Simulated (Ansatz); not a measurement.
# C₂H₁₀SiSn: one species, many methods

An exercise on one series of results from a longer session: the logs are not shown, and one member is left open.

Method: functionals in def2-TZVPP, the program's frozen cores in correlated methods; program: Ansatz 0.2.0, Gaussian basis.

Plan: PBE-D4, r2SCAN-D4, PBE0-D4, B3LYP-D4, ωB97X-V, ωB97M-V, B2PLYP; CCSD(T)/def2-TZVPP; MP2/def2-QZVPP; extrapolation to the limit.

### The relaxed structure

All runs share one geometry, relaxed beforehand with PBE0-D4 in a triple-zeta def2 set. Sn takes the def2 core potential; no spin-orbit term is included.

14 atoms, charge 0, spin multiplicity 1.

Atoms are counted from 1 here; the program's logs count them from 0.

Bond lengths: C1–Sn2 2.147 Å, C1–H5 1.090 Å, C1–H6 1.091 Å, C1–H7 1.090 Å, Sn2–C3 2.147 Å, Sn2–Si4 2.568 Å, Sn2–H8 1.718 Å, C3–H9 1.091 Å, C3–H10 1.090 Å, C3–H11 1.090 Å, Si4–H12 1.489 Å, Si4–H13 1.489 Å, Si4–H14 1.489 Å. Angles: Sn2–C1–H5 110.0°, Sn2–C1–H6 109.7°, Sn2–C1–H7 110.4°, H5–C1–H6 108.9°, H5–C1–H7 108.9°, H6–C1–H7 108.9°, C1–Sn2–C3 108.8°, C1–Sn2–Si4 110.6°, C1–Sn2–H8 108.6°, C3–Sn2–Si4 110.6°, C3–Sn2–H8 108.6°, Si4–Sn2–H8 109.6°, Sn2–C3–H9 109.7°, Sn2–C3–H10 110.0°, Sn2–C3–H11 110.4°, H9–C3–H10 108.9°, H9–C3–H11 108.9°, H10–C3–H11 108.9° and more.

The first run:

in.yaml

```yaml
crystal:
  periodic: [false, false, false]
  atoms:
    - {symbol: C, position_ang: [-0.937031, 1.517024, -1.112187]}
    - {symbol: Sn, position_ang: [-0.400726, 0.142626, 0.448275]}
    - {symbol: C, position_ang: [1.477999, 0.750994, 1.292029]}
    - {symbol: Si, position_ang: [-0.244332, -2.249510, -0.471829]}
    - {symbol: H, position_ang: [-0.187667, 1.492011, -1.903877]}
    - {symbol: H, position_ang: [-0.991781, 2.528819, -0.708694]}
    - {symbol: H, position_ang: [-1.906285, 1.252520, -1.535007]}
    - {symbol: H, position_ang: [-1.600454, 0.211618, 1.675362]}
    - {symbol: H, position_ang: [1.399040, 1.771527, 1.668611]}
    - {symbol: H, position_ang: [2.257364, 0.714362, 0.530325]}
    - {symbol: H, position_ang: [1.756611, 0.091753, 2.114202]}
    - {symbol: H, position_ang: [0.125932, -3.213119, 0.600681]}
    - {symbol: H, position_ang: [0.792668, -2.327669, -1.538003]}
    - {symbol: H, position_ang: [-1.541335, -2.682944, -1.059910]}
basis:
  gaussian: {orbitals: def2-TZVPP}
hamiltonian: {xc: pbe, dispersion: d4}
output: {forces: true, orbitals: {seedname: orbitals}}
```

Command:

```sh
$ ansatz run in.yaml --threads 2 --pin off --events-out ev --progress --plain --max-ram 22528MiB --backend cuda --devices 0, --max-vram 18GiB
```

Steps of the session up to this table: PBE-D4 (GGA); r2SCAN-D4 (meta-GGA); PBE0-D4 (hybrid); B3LYP-D4 (hybrid); ωB97X-V (range-separated); ωB97M-V (range-separated); B2PLYP (double hybrid); CCSD(T) in def2-TZVPP; MP2 in def2-QZVPP.

One of the session's tables, all rows but one given; the rest of the session is left out.

It belongs to the step «Atomisation energies». 

| method | atomisation energy (kcal/mol) |
| --- | --- |
| PBE-D4 | 1078.5 |
| r2SCAN-D4 | 1078.0 |
| PBE0-D4 | 1073.7 |
| B3LYP-D4 | 1077.9 |
| ωB97X-V | 1084.9 |
| ωB97M-V | 1079.2 |
| B2PLYP | 1064.6 |
| HF/def2-TZVPP | ? |
| MP2/def2-TZVPP | 1052.4 |
| CCSD/def2-TZVPP | 1049.4 |
| CCSD(T)/def2-TZVPP | 1060.4 |
| MP2/CBS | 1077.0 |
| CCSD(T)/CBS | 1085.0 |

**Question.** Estimate the row for HF/def2-TZVPP.

As computed: atomisation energy (kcal/mol): 814.8. In the column «atomisation energy (kcal/mol)» it is the lowest.

Caveats from the session: Free atoms (2 C, 1 Sn, 1 Si, 10 H) were run apart at each level; the atomisation energy is their sum less the molecule, without zero-point or spin-orbit terms.
